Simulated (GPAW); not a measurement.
HPbNO4:

```
H Pb N O
1.0
     4.12040   -0.00081   -0.01120
     0.00404    6.42722    0.05360
     0.02791    3.20707    7.74994
H Pb N O
2 2 2 8
Direct
  0.90366 0.21821 0.48851
  0.40337 0.78177 0.51142
  0.39455 0.30863 0.70725
  0.89489 0.69135 0.29266
  0.63409 0.19990 0.20730
  0.13386 0.80012 0.79275
  0.90829 0.32866 0.54369
  0.53792 0.39076 0.19497
  0.53483 0.11279 0.10602
  0.83718 0.08887 0.32672
  0.40817 0.67132 0.45624
  0.03774 0.60924 0.80520
  0.03429 0.88737 0.89397
  0.33716 0.91101 0.67330
```

The cell was built by a generator and needn't be a form met in nature.

Base run:

```yaml
Program: GPAW 26.7.0
Functional: PBEsol
Potentials_or_basis: PAW data sets generated in the run's folder for this functional
Cutoff: 800 eV
Basis: pw
k_mesh: 5 × 3 × 3
Occupations: fermi-dirac, width 0.05 eV
Spin: no spin polarisation
```

Its results: band gap on the k mesh 3.29 eV, indirect (least direct gap 3.35 eV); pressure -3.0 GPa; largest force 0.426 eV/Å.

Question: The run is repeated on the same cell with these changes: functional from PBEsol to LDA; potentials or basis from PAW data sets generated in the run's folder for this functional to the program's PAW data sets (release 1.2.1) made for this functional. What comes out?

Answer: Band gap on the k mesh 3.21 eV, indirect (least direct gap 3.27 eV); pressure -6.0 GPa; largest force 0.881 eV/Å.

Caveats: spin-orbit coupling is left out, which as a rule narrows the gap of such compounds by several tenths of an eV.

Not every run made on this cell is shown here.
